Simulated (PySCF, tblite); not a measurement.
**C4H2FN2 radical: geometry, infrared bands and EPR parameters**

Wanted: the infrared bands and EPR parameters of C4H2FN2 radical (`N#C/[C]=N/C=C/F`), by calculation.

The runs use tblite 0.8.0 and PySCF 2.14.0, with density-fitted response routines of our own; the level of theory stands in each step. All values are computed, except where a source is named. Atoms are numbered from 0 throughout.

## Step 1: The starting structure

9 atoms, charge 0, multiplicity 2; geometry from: force field or distance geometry start.

Bonds of the start (Å): N0–C1 1.17, C1–C2 1.45, C2–N3 1.31, N3–C4 1.41, C4–C5 1.32, C5–F6 1.36, C4–H7 1.08, C5–H8 1.09.

## Step 2: Optimising the geometry with GFN2-xTB

Job settings and geometry (Å):

```
{"job": {"kind": "relax", "xc": "GFN2-xTB", "basis": "xTB"}, "charge": 0, "multiplicity": 2}
N      2.296200     1.377800     0.153400
C      1.927500     0.270400     0.175700
C      1.525300    -1.120700     0.234900
N      0.302700    -1.444600    -0.104300
C     -0.529000    -0.367100    -0.477200
C     -1.416400     0.199700     0.319200
F     -2.137300     1.234200    -0.189200
H     -0.423000     0.014400    -1.477600
H     -1.532400    -0.158000     1.340000
```

The run is started by

```
OMP_NUM_THREADS=1 python probes_run.py task.json out
```

This one command runs all jobs of the session in turn.

**Question.** This job is followed by: GFN2-xTB harmonic vibrations, gas phase; UKS B3LYP, pcH-1 on C F H N, non-relativistic, mean-field spin-orbit, GIAO. What will the session give for the following? strongest single infrared mode (GFN2-xTB); zero-point energy (GFN2-xTB); g(iso) (B3LYP); ⟨S²⟩; largest a(iso); surface potential, 1st and 99th percentile.

**Answer**, as computed:

| quantity | value |
| --- | --- |
| strongest single infrared mode (GFN2-xTB) | 1106 cm⁻¹, 271 km/mol |
| zero-point energy (GFN2-xTB) | 31.1 kcal/mol |
| g(iso) (B3LYP) | 1.99966 |
| ⟨S²⟩ | 0.768 (exact 0.75) |
| largest a(iso) | 13C on C2, 84.6 MHz |
| surface potential, 1st and 99th percentile | -1.54 V and 1.67 V |

What this shows: Over 84 steps the energy fell by 1.506 eV; of the close pairs, C1–C2 changed most, 1.449 to 1.339 Å. All 21 modes are real, so the xTB geometry is a minimum. The strongest single mode, at 1106 cm⁻¹, moves mainly C5 and F6. GFN2-xTB is a fitted tight-binding method: band positions and strengths are rough. Its intensities can rank the bands wrongly. C2 carries the largest spin population, 0.43 e. The isotropic g lies 2.7 ppt below the free-electron value.
